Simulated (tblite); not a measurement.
# C6H11BO2: the cost of one run

Computed with tblite 0.8.0 and PySCF 2.14.0, with density-fitted response routines of our own, on a single molecule, in the gas phase or a continuum. Atoms count from 0, in the outputs and in this text.

## Step 1: Starting geometry

20 atoms, charge 0, multiplicity 1; geometry from: force field or distance geometry start.

Bonds of the start (Å): C0–C1 1.54, C1–C2 1.54, C1–C3 1.54, C1–C4 1.48, C4–C5 1.20, C5–B6 1.54, B6–O7 1.46, B6–O8 1.46, C0–H9 1.12, C0–H10 1.11, C0–H11 1.10, C2–H12 1.12, C2–H13 1.11, C2–H14 1.12, C3–H15 1.09, C3–H16 1.11, C3–H17 1.11, O7–H18 0.99, O8–H19 0.99.

## Step 2: Relaxing the molecule with GFN2-xTB

What the job is given:

```
{"job": {"kind": "relax", "xc": "GFN2-xTB", "basis": "xTB"}, "charge": 0, "multiplicity": 1}
C     -1.350600    -1.319100    -1.017300
C     -1.066700    -0.039300    -0.216000
C     -1.804000    -0.092700     1.137600
C     -1.491500     1.205200    -1.013800
C      0.386200     0.029100     0.064400
C      1.567000     0.091200     0.269300
B      3.080300     0.172500     0.540900
O      3.837900    -1.042700     0.843000
O      3.761200     1.460400     0.543100
H     -2.451300    -1.398700    -1.224900
H     -1.048000    -2.224100    -0.455300
H     -0.817900    -1.304000    -1.983900
H     -2.915400    -0.144400     0.974600
H     -1.501200    -0.978900     1.724300
H     -1.602900     0.830600     1.737000
H     -0.950200     1.249200    -1.961900
H     -2.580200     1.170200    -1.214600
H     -1.273900     2.121100    -0.434200
H      4.149600    -1.362400    -0.037700
H      4.066500     1.587400    -0.386300
```

Started as:

```console
$ OMP_NUM_THREADS=1 python probes_run.py task.json out
```

One launch serves the whole session: the jobs run in the order shown.

Q: Estimate the wall time and peak memory of this first job on 1 thread of Arm Neoverse N1, shared host.

About 1 s, with a peak of 0.18 GiB.
